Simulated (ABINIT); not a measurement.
# Zr in ABINIT: relaxation of the atoms with PBE+D3(BJ)

Aim: the relaxation of the atoms of Zr with PBE+D3(BJ).

Program: ABINIT 10.8.3 (patched build). These are calculated values, not measurements. Logs are shortened: lines on timing, memory, paths and dates and some standing lists are left out, and cuts for length are marked. The log counts tension as positive stress, the text compression.

## (1) Starting point

The cell holds a slab with vacuum, 6 atoms: a = 3.232 Å, b = 3.232 Å, c = 27.867 Å, α = 90.00°, β = 90.00°, γ = 120.00°.

## (2) Relaxation of the atoms, PBE+D3(BJ)

File run.abi:

```
pp_dirpath "./"
pseudos "Zr.GGA_PBE-JTH.xml"

acell 3*1.0
rprim
     6.1075914757     0.0000000000     0.0000000000
    -3.0537957380     5.2893293739     0.0000000000
     0.0000000000     0.0000000000    52.6619427780
ntypat 1
znucl 40
natom 6
typat 1 1 1 1 1 1
xred
     0.6666666667     0.3333333334     0.2691307078
     0.3333333333     0.6666666666     0.3614784247
     0.6666666667     0.3333333334     0.4538261416
     0.3333333333     0.6666666666     0.5461738584
     0.6666666667     0.3333333334     0.6385215753
     0.3333333333     0.6666666666     0.7308692922
chkprim 0
chksymtnons 0
tolsym 1.0e-6

ecut 462.593566 eV
pawecutdg 34.0
pawxcdev 0

kptopt 1
ngkpt 9 9 1
nshiftk 1
shiftk 0.0 0.0 0.0

ixc 11
vdw_xc 7

nband 44
occopt 3
tsmear 0.00183747

nstep 120
tolvrs 1.0e-9

iomode 3
prtwf 0
prtden 0
prteig 0
prtebands 0

ionmov 2
ntime 60
tolmxf 0.0001
```

Potentials or basis: JTH PAW PBE v2.0.

Command:

```
$ mpirun --bind-to none -np 4 abinit run.abi > log 2>&1
```

run.abo:

```text
.Version 10.8.3 of ABINIT
 Symmetries : space group P-3 m 1 (#164); Bravais hP (primitive hexag.)
================================================================================
 Values of the parameters that define the memory need of the present run
     intxc =       0    ionmov =       2      iscf =      17    lmnmax =      18
     lnmax =       6     mgfft =     200  mpssoang =       3    mqgrid =   13823
     natom =       6  nloc_mem =       2    nspden =       1   nspinor =       1
    nsppol =       1      nsym =      12    n1xccc =       1    ntypat =       1
    occopt =       3   xclevel =       2
       mpw =        5724          nfft =      115200          nkpt =          12
Pmy_natom=         2
 PAW method is used; the additional fine FFT grid is defined by:
   mgfftf=       288    nfftf =    373248
================================================================================
================================================================================

--------------------------------------------------------------------------------
------------- Echo of variables that govern the present computation ------------
--------------------------------------------------------------------------------
 -outvars: echo values of preprocessed input variables --------
            acell      1.0000000000E+00  1.0000000000E+00  1.0000000000E+00 Bohr
              amu      9.12240000E+01
          chkprim           0
      chksymtnons           0
             ecut      1.70000000E+01 Hartree
           ionmov           2
              ixc          11
         kptrlatt        9    0    0      0    9    0      0    0    1
          kptrlen      5.49683233E+01
            natom           6
            nband          44
            ngfft          24      24     200
          ngfftdg          36      36     288
             nkpt          12
            nstep         120
             nsym          12
            ntime          60
           ntypat           1
           occopt           3
        pawecutdg      3.40000000E+01 Hartree
         pawxcdev           0
           prtden           0
        prtebands           0
           prteig           0
            prtwf           0
            rprim      6.1075914757E+00  0.0000000000E+00  0.0000000000E+00
                      -3.0537957380E+00  5.2893293739E+00  0.0000000000E+00
                       0.0000000000E+00  0.0000000000E+00  5.2661942778E+01
          spgroup         164
           tolmxf      1.00000000E-04
           tolsym      1.00000000E-06
           tolvrs      1.00000000E-09
           tsmear      1.83747000E-03 Hartree
            typat      1  1  1  1  1  1
           useylm           1
           vdw_xc           7
           xangst      1.6159991101E+00  9.3299752124E-01  7.4999999945E+00
                      -5.2917674057E-11  1.8659950425E+00  1.0073499993E+01
                       1.6159991101E+00  9.3299752124E-01  1.2646999992E+01
                      -5.2917674057E-11  1.8659950425E+00  1.5220499989E+01
                       1.6159991101E+00  9.3299752124E-01  1.7793999988E+01
                      -5.2917674057E-11  1.8659950425E+00  2.0367499987E+01
            xcart      3.0537957378E+00  1.7631097913E+00  1.4172945934E+01
                      -9.9999911188E-11  3.5262195826E+00  1.9036156117E+01
                       3.0537957378E+00  1.7631097913E+00  2.3899366300E+01
                      -9.9999911188E-11  3.5262195826E+00  2.8762576478E+01
                       3.0537957378E+00  1.7631097913E+00  3.3625786661E+01
                      -9.9999911188E-11  3.5262195826E+00  3.8488996844E+01
             xred      6.6666666667E-01  3.3333333333E-01  2.6913070780E-01
                       3.3333333333E-01  6.6666666667E-01  3.6147842470E-01
                       6.6666666667E-01  3.3333333333E-01  4.5382614160E-01
                       3.3333333333E-01  6.6666666667E-01  5.4617385840E-01
                       6.6666666667E-01  3.3333333333E-01  6.3852157530E-01
                       3.3333333333E-01  6.6666666667E-01  7.3086929220E-01
            znucl       40.00000

================================================================================

 chkinp: Checking input parameters for consistency.

================================================================================
== DATASET  1 ==================================================================

--- !DatasetInfo
iteration_state: {dtset: 1, }
[... 2088 lines left out ...]

 cartesian coordinates (angstrom) at end:
    1      1.61599911010016     0.93299752124295     7.68486556682398
    2     -0.00000000005292     1.86599504248590    10.10124278999495
    3      1.61599911010016     0.93299752124295    12.66963008567654
    4     -0.00000000005292     1.86599504248590    15.19786989541329
    5      1.61599911010016     0.93299752124295    17.76625719109478
    6     -0.00000000005292     1.86599504248590    20.18263441426575

 cartesian forces (hartree/bohr) at end:
    1     -0.00000000000000    -0.00000000000000     0.00002514720706
    2      0.00000000000000     0.00000000000000    -0.00002242888051
    3     -0.00000000000000    -0.00000000000000    -0.00005463231494
    4      0.00000000000000     0.00000000000000     0.00005463231494
    5     -0.00000000000000    -0.00000000000000     0.00002242888051
    6      0.00000000000000    -0.00000000000000    -0.00002514720706
 frms,max,avg= 2.1396071E-05 5.4632315E-05   0.000E+00  0.000E+00  0.000E+00 h/b

 cartesian forces (eV/Angstrom) at end:
    1     -0.00000000000000    -0.00000000000000     0.00129312137893
    2      0.00000000000000     0.00000000000000    -0.00115333940784
    3     -0.00000000000000    -0.00000000000000    -0.00280930658716
    4      0.00000000000000     0.00000000000000     0.00280930658716
    5     -0.00000000000000    -0.00000000000000     0.00115333940784
    6      0.00000000000000    -0.00000000000000    -0.00129312137893
 frms,max,avg= 1.1002302E-03 2.8093066E-03   0.000E+00  0.000E+00  0.000E+00 e/A
 length scales=  1.000000000000  1.000000000000  1.000000000000 bohr
              =  0.529177210544  0.529177210544  0.529177210544 angstroms
 Fermi (or HOMO) energy (hartree) =   0.16218   Average Vxc (hartree)=  -0.25171
 Eigenvalues (hartree) for nkpt=  12  k points:
 kpt#   1, nband= 44, wtk=  0.01235, kpt=  0.0000  0.0000  0.0000 (reduced coord)
  -1.63902   -1.63902   -1.63081   -1.62800   -1.62516   -1.62470   -0.84480   -0.84293
  -0.83524   -0.82225   -0.81722   -0.81722   -0.81721   -0.81721   -0.81129   -0.80964
  -0.80964   -0.80717   -0.80717   -0.80587   -0.80493   -0.80493   -0.80440   -0.80440
  -0.03941   -0.02068    0.00506    0.03041    0.04462    0.04934    0.15416    0.15830
   0.17887    0.18061    0.18585    0.18585    0.18593    0.18593    0.19028    0.19028
   0.19198    0.19198    0.19710    0.20434
      occupation numbers for kpt#   1
   2.00000    2.00000    2.00000    2.00000    2.00000    2.00000    2.00000    2.00000
   2.00000    2.00000    2.00000    2.00000    2.00000    2.00000    2.00000    2.00000
   2.00000    2.00000    2.00000    2.00000    2.00000    2.00000    2.00000    2.00000
   2.00000    2.00000    2.00000    2.00000    2.00000    2.00000    1.97485    1.78471
   0.00023    0.00009    0.00001    0.00001    0.00000    0.00000    0.00000    0.00000
   0.00000    0.00000    0.00000    0.00000
 prteigrs : prtvol=0 or 1, do not print more k-points.

--- !EnergyTerms
iteration_state     : {dtset: 1, itime: 16, icycle: 1, }
comment             : Components of total free energy in Hartree
kinetic             :  7.28319323562998E+01
hartree             :  9.83894271448947E+02
xc                  : -4.05272194574785E+01
Ewald energy        :  7.28418078794312E+02
psp_core            :  3.96117971227372E+00
local_psp           : -2.09981588949547E+03
PAW spherical_terms :  6.62456152462163E+01
VdWaals_dft_d       : -9.85647891205074E-02
internal            : -2.85090596184023E+02
'-kT*entropy'       : -2.82967046737350E-03
total_energy        : -2.85093425854490E+02
total_energy_eV     : -7.75778732711647E+03
...

--- !EnergyTermsDC
iteration_state     : {dtset: 1, itime: 16, icycle: 1, }
comment             : '"Double-counting" decomposition of free energy'
band_energy         : -4.67639331715296E+01
Ewald energy        :  7.28418078794312E+02
psp_core            :  3.96117971227372E+00
xc_dc               : -9.78512992462914E+02
PAW spherical_terms :  7.90562397175772E+00
VdWaals_dft_d       : -9.85647891205074E-02
internal            : -2.85090607945220E+02
'-kT*entropy'       : -2.82967046737350E-03
total_energy_dc     : -2.85093437615688E+02
total_energy_dc_eV  : -7.75778764715497E+03
...

--- !EnergyTermsWithPAWCore
iteration_state     : {dtset: 1, itime: 16, icycle: 1, }
comment             : 'Components of total free energy, including PAW core contributions'
Total energy        : -2.15928251046214E+04
Total energy DC     : -2.15928251163826E+04
Total energy (eV)   : -5.87570704063769E+05
Total energy DC (eV): -5.87570704383807E+05
...

 rms coord change=  2.2523E-03   atom, delta coord (reduced):
     1        0.000000000000      0.000000000000      0.006633733648
     2        0.000000000000      0.000000000000      0.000995525129
     3        0.000000000000      0.000000000000      0.000812060401
     4        0.000000000000      0.000000000000     -0.000812060401
     5        0.000000000000      0.000000000000     -0.000995525129
     6        0.000000000000      0.000000000000     -0.006633733648

 Cartesian components of stress tensor (hartree/bohr^3)
  sigma(1 1)=  7.30484838E-05  sigma(3 2)=  0.00000000E+00
  sigma(2 2)=  7.30484838E-05  sigma(3 1)=  0.00000000E+00
  sigma(3 3)=  2.29864633E-06  sigma(2 1)=  6.81028419E-14

-Cartesian components of stress tensor (GPa)         [Pressure= -1.4553E+00 GPa]
- sigma(1 1)=  2.14916059E+00  sigma(3 2)=  0.00000000E+00
- sigma(2 2)=  2.14916059E+00  sigma(3 1)=  0.00000000E+00
- sigma(3 3)=  6.76285100E-02  sigma(2 1)=  2.00365478E-09

== END DATASET(S) ==============================================================
================================================================================

 -outvars: echo values of variables after computation  --------
            acell      1.0000000000E+00  1.0000000000E+00  1.0000000000E+00 Bohr
           etotal     -2.8509343762E+02
            fcart     -1.1021714672E-28 -9.7571978974E-29  2.5147207056E-05
                       2.2043429344E-28  4.4967955526E-28 -2.2428880511E-05
                      -2.2043429344E-28 -1.1029875884E-28 -5.4632314940E-05
                       1.3226057607E-28  9.3329719019E-29  5.4632314940E-05
                      -1.3226057607E-28 -1.6120587830E-28  2.2428880511E-05
                       1.1021714672E-28 -1.7393265816E-28 -2.5147207056E-05
            rprim      6.1075914757E+00  0.0000000000E+00  0.0000000000E+00
                      -3.0537957380E+00  5.2893293739E+00  0.0000000000E+00
                       0.0000000000E+00  0.0000000000E+00  5.2661942778E+01
           strten      7.3048483772E-05  7.3048483766E-05  2.2986463329E-06
                       0.0000000000E+00  0.0000000000E+00  6.8102841871E-14
           xangst      1.6159991101E+00  9.3299752124E-01  7.6848655668E+00
                      -5.2917674057E-11  1.8659950425E+00  1.0101242790E+01
                       1.6159991101E+00  9.3299752124E-01  1.2669630086E+01
                      -5.2917674057E-11  1.8659950425E+00  1.5197869895E+01
                       1.6159991101E+00  9.3299752124E-01  1.7766257191E+01
                      -5.2917674057E-11  1.8659950425E+00  2.0182634414E+01
             xred      6.6666666667E-01  3.3333333333E-01  2.7576444145E-01
                       3.3333333333E-01  6.6666666667E-01  3.6247394983E-01
                       6.6666666667E-01  3.3333333333E-01  4.5463820200E-01
                       3.3333333333E-01  6.6666666667E-01  5.4536179800E-01
                       6.6666666667E-01  3.3333333333E-01  6.3752605017E-01
                       3.3333333333E-01  6.6666666667E-01  7.2423555855E-01
 Calculation completed.
```

Wall time 24 min (4 MPI ranks of Arm Neoverse V1, shared host); peak memory 0.84 GiB.

What came out:

```
Free energy                                           : -7757.7876 eV
Energy gained by relaxing                             : 17.1 meV/atom
Ionic steps                                           : 16
Band gap on the k mesh                                : none (metal or under the smearing width)
Valence electrons inside the program's atomic spheres : Zr 9.03, 9.05 (radii [1.1749] Å)
```

Forces on the atoms (eV/Å):
```
Zr   0.000  0.000  0.001
Zr   0.000  0.000 -0.001
Zr   0.000  0.000 -0.003
Zr   0.000  0.000  0.003
Zr   0.000  0.000  0.001
Zr   0.000  0.000 -0.001
```

Step by step:
```tsv
step	energy change (eV)	largest force (eV/Å)	pressure (GPa)
1	0.0000	0.5791	-2.97
2	-0.0113	0.5519	-2.93
3	-0.0723	0.3575	-1.88
4	-0.0817	0.1337	-2.25
5	-0.0825	0.1108	-2.22
6	-0.0837	0.1438	-2.16
7	-0.0863	0.1780	-1.99
8	-0.0904	0.1789	-1.84
9	-0.0945	0.1320	-1.68
10	-0.0964	0.1578	-1.68
11	-0.0973	0.1504	-1.73
12	-0.0984	0.1241	-1.73
13	-0.1001	0.0734	-1.68
14	-0.1016	0.0585	-1.59
15	-0.1023	0.0229	-1.49
16	-0.1024	0.0028	-1.46
```

Final structure:
```xyz
6
Lattice="3.2320 0.0000 0.0000 -1.6160 2.7990 0.0000 0.0000 0.0000 27.8675" Properties=species:S:1:pos:R:3 pbc="T T T"
Zr    1.6160    0.9330    7.6849
Zr    0.0000    1.8660   10.1012
Zr    1.6160    0.9330   12.6696
Zr    0.0000    1.8660   15.1979
Zr    1.6160    0.9330   17.7663
Zr    0.0000    1.8660   20.1826
```

Levels at points of the mesh, in eV from the Fermi level:
| k point | band 32 | band 33 | band 34 | band 35 | band 36 | band 37 | band 38 | band 39 |
| --- | --- | --- | --- | --- | --- | --- | --- | --- |
| (0.00, 0.00, 0.00) | -0.11 | 0.45 | 0.50 | 0.64 | 0.64 | 0.65 | 0.65 | 0.76 |
